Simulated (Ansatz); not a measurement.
# CH2FGeO+ (SMILES O=[CH][GeH+][F]): single points off equilibrium

An exercise on one series of results from a longer session: the logs are not shown, and one member is left open.

Program: Ansatz 0.2.0, Gaussian basis. Level of theory: single points in def2-TZVPP. These are calculated values, not measurements.

Cores are frozen in the correlated methods. Filled d shells of the heavier atoms are correlated.

### The starting structure

SMILES `O=[CH][GeH+][F]`, 6 atoms, charge 1, spin multiplicity 1.

Atoms are counted from 1 here; the program's logs count them from 0.

Bond lengths: O1–C2 1.167 Å, C2–H5 1.213 Å, Ge3–F4 1.615 Å, Ge3–H6 1.623 Å. Angles: O1–C2–H5 145.2°, F4–Ge3–H6 112.0°.

Coordinates:

```xyz
6
CH2FGeO
O     0.00580   -0.76030   -1.77240
C     0.88660   -0.53760   -1.04040
Ge   -0.36940    0.47000    0.84880
F    -1.85700    0.27970    0.24890
H     2.05530   -0.74920   -0.79580
H    -0.39170    1.11970    2.33540
```

The first run:

The input, run/in.yaml:

```yaml
crystal:
  periodic: [false, false, false]
  atoms:
    - {symbol: O, position_ang: [0.005800, -0.760300, -1.772400]}
    - {symbol: C, position_ang: [0.886600, -0.537600, -1.040400]}
    - {symbol: Ge, position_ang: [-0.369400, 0.470000, 0.848800]}
    - {symbol: F, position_ang: [-1.857000, 0.279700, 0.248900]}
    - {symbol: H, position_ang: [2.055300, -0.749200, -0.795800]}
    - {symbol: H, position_ang: [-0.391700, 1.119700, 2.335400]}
basis:
  gaussian: {orbitals: def2-TZVPP}
total_charge: 1
correlation: {method: ccsd_t}
output: {forces: true}
```

No record of the launch command was kept for these runs.

Steps of the session up to this table: CCSD(T)/def2-TZVPP; PBE0-D4/def2-TZVPP; wB97M-V/def2-TZVPP; r2SCAN-D4/def2-TZVPP; PBE-D4/def2-TZVPP; BHLYP-D4/def2-TZVPP; BLYP-D4/def2-TZVPP.

One of the session's tables, all rows but one given; the rest of the session is left out.

```
   method  RMS force component (eV/Å)  angle to CCSD(T) forces (°)
  CCSD(T)                       1.557                    reference
  PBE0-D4                       1.612                         15.4
  wB97M-V                       1.688                         16.5
r2SCAN-D4                       1.563                          8.2
   PBE-D4                       1.707                          8.9
 BHLYP-D4                           ?                            ?
  BLYP-D4                       1.805                         10.6
```

Q: Estimate the row for BHLYP-D4 from the others.

As computed: RMS force component (eV/Å): 1.773; angle to CCSD(T) forces (°): 30.5. In the column «RMS force component (eV/Å)» it lies between PBE-D4 (1.707) and BLYP-D4 (1.805).
